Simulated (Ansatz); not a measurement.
**Cl2H4O2Si2: one species, many methods**

Aim: compute Cl2H4O2Si2 with functionals from several rungs and with coupled cluster, and see how far each lands from CCSD(T) at the basis-set limit for the atomisation energy.

Method: functionals in def2-TZVPP, the program's frozen cores in correlated methods; program: Ansatz 0.2.0, Gaussian basis.

Plan: PBE-D4, r2SCAN-D4, PBE0-D4, B3LYP-D4, ωB97X-V, ωB97M-V, B2PLYP; CCSD(T)/def2-TZVPP; MP2/def2-QZVPP; extrapolation to the limit.

**1. The geometry**

All runs share one geometry, relaxed beforehand with PBE0-D4 in a triple-zeta def2 set.

SMILES `O[SiH2]O[SiH](Cl)Cl`, 10 atoms, charge 0, spin multiplicity 1.

Atoms are counted from 1 here; the program's logs count them from 0.

Bond lengths: O1–Si2 1.633 Å, O1–H7 0.959 Å, Si2–O3 1.649 Å, Si2–H8 1.483 Å, Si2–H9 1.474 Å, O3–Si4 1.607 Å, Si4–Cl5 2.050 Å, Si4–Cl6 2.035 Å, Si4–H10 1.468 Å. Angles: Si2–O1–H7 118.3°, O1–Si2–O3 111.4°, O1–Si2–H8 111.4°, O1–Si2–H9 106.4°, O3–Si2–H8 107.3°, O3–Si2–H9 107.3°, H8–Si2–H9 113.0°, Si2–O3–Si4 143.4°, O3–Si4–Cl5 109.4°, O3–Si4–Cl6 110.4°, O3–Si4–H10 110.8°, Cl5–Si4–Cl6 108.2°, Cl5–Si4–H10 108.9°, Cl6–Si4–H10 109.1°.

As a file:

```mol
Cl2H4O2Si2
  3D, bonds by distance, orders not assigned

 10  9  0  0  0  0  0  0  0  0999 V2000
   -0.9558   -1.5407    1.3120 O   0  0
   -1.2095   -0.7927   -0.1167 Si  0  0
   -0.4179    0.6524   -0.1891 O   0  0
    1.0424    1.3235   -0.2022 Si  0  0
    2.3605    0.1024    0.7846 Cl  0  0
    1.6997    1.5557   -2.1143 Cl  0  0
   -0.0740   -1.8633    1.5065 H   0  0
   -0.7288   -1.6170   -1.2519 H   0  0
   -2.6530   -0.5048   -0.1860 H   0  0
    1.0196    2.6333    0.4599 H   0  0
  1  2  8  0
  2  3  8  0
  3  4  8  0
  4  5  8  0
  4  6  8  0
  1  7  8  0
  2  8  8  0
  2  9  8  0
  4 10  8  0
M  END
```

**2. PBE-D4 (GGA)**

in.yaml

```yaml
crystal:
  periodic: [false, false, false]
  atoms:
    - {symbol: O, position_ang: [-0.955785, -1.540714, 1.312049]}
    - {symbol: Si, position_ang: [-1.209479, -0.792653, -0.116688]}
    - {symbol: O, position_ang: [-0.417938, 0.652402, -0.189145]}
    - {symbol: Si, position_ang: [1.042353, 1.323542, -0.202181]}
    - {symbol: Cl, position_ang: [2.360500, 0.102404, 0.784627]}
    - {symbol: Cl, position_ang: [1.699721, 1.555666, -2.114257]}
    - {symbol: H, position_ang: [-0.074031, -1.863312, 1.506460]}
    - {symbol: H, position_ang: [-0.728784, -1.617037, -1.251855]}
    - {symbol: H, position_ang: [-2.652953, -0.504826, -0.186001]}
    - {symbol: H, position_ang: [1.019597, 2.633329, 0.459890]}
basis:
  gaussian: {orbitals: def2-TZVPP}
hamiltonian: {xc: pbe, dispersion: d4}
output: {forces: true, orbitals: {seedname: orbitals}}
```

Started as:

```sh
$ ansatz run in.yaml --threads 2 --pin off --events-out ev --progress --plain --max-ram 32768MiB --backend cuda --devices 0, --max-vram 18GiB
```

The runs that follow: r2SCAN-D4 (meta-GGA); PBE0-D4 (hybrid); B3LYP-D4 (hybrid); ωB97X-V (range-separated); ωB97M-V (range-separated); B2PLYP (double hybrid); CCSD(T) in def2-TZVPP; MP2 in def2-QZVPP.

Q: Predict the results of all the runs planned. Wanted: atomisation energy, CCSD(T)/CBS; farthest; mean size of error, hybrid; mean size of error, range-separated; gap, smallest and largest; T1 diagnostic; triples share of the correlation energy.

**Answer**, as computed:

| quantity | value |
| --- | --- |
| atomisation energy, CCSD(T)/CBS | 3697.9 kJ/mol |
| functionals within 18.5 kJ/mol (0.5 %) | r2SCAN-D4, ωB97X-V, ωB97M-V |
| farthest | B2PLYP (-82.7 kJ/mol) |
| mean size of error, hybrid | 66.5 kJ/mol |
| mean size of error, range-separated | 4.6 kJ/mol |
| gap, smallest and largest | 7.04 eV (PBE-D4), 13.89 eV (ωB97X-V) |
| T1 diagnostic | 0.0106 |
| triples share of the correlation energy | 3.7 % |

**Reading.** PBE-D4 is off by -19.0 kJ/mol. Double hybrids carry the basis error of their MP2 part in triple zeta, and no dispersion term here, so their miss is partly the set-up's. The reference freezes the cores and leaves out relativity and excitations past (T), so misses under about 18.5 kJ/mol can't be ranked. Hartree-Fock recovers 73 % of the binding; the rest is correlation. Orbital gaps span 7.0 to 13.9 eV; exact exchange widens them.
